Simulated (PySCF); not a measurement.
**A diatomic session: PbS+**

One table from this session's results is given with a row withheld; the runs are named, their logs left out.

Program: PySCF 2.14.0. Level of theory: Pb def2-SVP with ECP60, S def2-SVP, scalar-relativistic core potentials. These are calculated values, not measurements.

Set-up of the first run:

The job is set up so:

```yaml
atoms: Pb, S
charge: 1
basis: Pb def2-SVP with ECP60, S def2-SVP
Hamiltonian: scalar-relativistic core potentials
basis_functions: 44
electrons_treated: 37
masses_in_u: 207.9766, 31.9721
levels: PBE0, PBE, r²SCAN, PW91, BLYP, BHandHLYP, ωB97X, HF, MP2, SCS-MP2, CCSD, CCSD(T)
grid: 80 radial by 434 angular points
occupations: held fixed by the projection of orbital angular momentum
dissociation_limit: Pb+ + S, each in its ground configuration
starting_distance_in_angstrom: 2.480
values_of_2S_to_try: 1, 3
```

The run is started by

```console
$ OMP_NUM_THREADS=1 python dia.py task.json out
```

Steps of the session up to this table: The job; The PBE0 curve of the state that the search chose; Excited determinants; PBE; r²SCAN (meta-GGA); PW91; BLYP (GGA); BHandHLYP; ωB97X (range-separated hybrid); UHF (mean field); MP2 and coupled cluster.

One of the session's tables, all rows but one given; the rest of the session is left out.

Energy (eV) from each level's lowest point:

```
R (Å)    UHF  UHF-MP2  UHF-SCS-MP2  UHF-CCSD  UHF-CCSD(T)
2.147  1.178    1.160        1.192       n/a          n/a
2.247  0.515    0.506        0.528     0.539        0.571
2.347  0.155    0.151        0.163     0.172        0.192
2.422      ?        ?            ?         ?            ?
2.497  0.000    0.000        0.000     0.000        0.000
2.572  0.041    0.043        0.037     0.030        0.019
2.672  0.175    0.184        0.170     0.149        0.122
2.797  0.421    0.479        0.457     0.378        0.335
2.946  0.713    1.057        1.029     0.712        0.663
3.146  0.947    1.624        1.580       n/a          n/a
```

Estimate the missing values for R (Å) = 2.422.

Worked estimate for «UHF». A straight line through the neighbours (2.347, 0.155) and (2.497, 0.000) gives 0.155 + (0.000 − 0.155) × (2.422 − 2.347) / (2.497 − 2.347) = 0.077; a parabola fitted to 4 rows on both sides gives 0.026.

**Answer.** UHF: 0.031; UHF-MP2: 0.029; UHF-SCS-MP2: 0.035; UHF-CCSD: 0.040; UHF-CCSD(T): 0.050. In «UHF» the line misses by +0.046 and the parabola by -0.005.
